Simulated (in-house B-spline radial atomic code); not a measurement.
# Cu²⁸⁺: ionisation energy by several methods

How far do functionals differ on the ionisation energy of Cu²⁸⁺? Each run solves Cu²⁸⁺ and then the next ion (bare nucleus).

Method: non-relativistic, several functionals, spin-polarised; spherical all-electron atom at the radial basis limit. Code: in-house B-spline radial atomic code version 1.

## (1) The system

```
element       : copper (Z = 29)
charge        : +28
electrons     : 1
configuration : 1s1
nucleus       : point
```

Where spins are not typed, each open shell is filled with up spins first.

## (2) Hartree-Fock

Settings of the run:

```ini
Z = 29
electrons = 1.0
configuration = 1s1
hamiltonian = nr
method = hf
spin_polarised = True
```

## (3) M06-2X, a global hybrid

Settings of the run:

```ini
Z = 29
electrons = 1.0
configuration = 1s1
hamiltonian = nr
method = m062x
spin_polarised = True
```

## (4) M06-L, a meta-GGA

Settings of the run:

```ini
Z = 29
electrons = 1.0
configuration = 1s1
hamiltonian = nr
method = m06l
spin_polarised = True
```

## (5) HSE06, a range-separated hybrid

Settings of the run:

```ini
Z = 29
electrons = 1.0
configuration = 1s1
hamiltonian = nr
method = hse06
spin_polarised = True
```

## (6) SCAN, a meta-GGA

Settings of the run:

```ini
Z = 29
electrons = 1.0
configuration = 1s1
hamiltonian = nr
method = scan,scan
spin_polarised = True
```

## (7) BHandHLYP, a global hybrid

Settings of the run:

```ini
Z = 29
electrons = 1.0
configuration = 1s1
hamiltonian = nr
method = bhandhlyp
spin_polarised = True
```

## (8) fractional-occupation HF

Settings of the run:

```ini
Z = 29
electrons = 1.0
configuration = 1s1
hamiltonian = nr
method = hf,
spin_polarised = True
```

Q: The tabulated ionisation energy is 11567.6 ± 0.0005 eV (tabulated theoretical; NIST Atomic Spectra Database). What does each method give, and which comes nearest?

As calculated:

| method | rung | total energy (hartree) | ΔSCF (eV) | −ε highest (eV) | ΔSCF less tabulated (eV) |
| --- | --- | --- | --- | --- | --- |
| M06-L | meta-GGA | -420.6042 | 11445.2 | 11279.8 (1s up) | -122.4 |
| SCAN | meta-GGA | -420.5001 | 11442.4 | 11279.2 (1s up) | -125.2 |
| M06-2X | global hybrid | -420.4405 | 11440.8 | 11344.4 (1s up) | -126.9 |
| BHandHLYP | global hybrid | -420.4604 | 11441.3 | 11350.7 (1s up) | -126.3 |
| HSE06 | range-separated hybrid | -420.3736 | 11438.9 | 11303.3 (1s up) | -128.7 |
| Hartree-Fock | Hartree-Fock | -420.5000 | 11442.4 | 11442.4 (1s up) | -125.2 |
| fractional-occupation HF | Hartree-Fock | -420.5000 | 11442.4 | 11442.4 (1s up) | -125.2 |

What this shows: Tables give 11567.6 ± 0.0005 eV (tabulated theoretical; NIST Atomic Spectra Database) for the ionisation energy. M06-L misses by -122.4 eV, the least, and HSE06 by -128.7 eV (1.1 %), the most. Mean absolute error by rung (exchange-only levels left out): meta-GGA 123.82 eV, global hybrid 126.58 eV, range-separated hybrid 128.68 eV, Hartree-Fock 125.24 eV. All methods miss on the same side by much the same amount, which points to something that they share. These runs lack relativity altogether, which can outweigh the gaps between the methods, so the nearest may be so by luck.
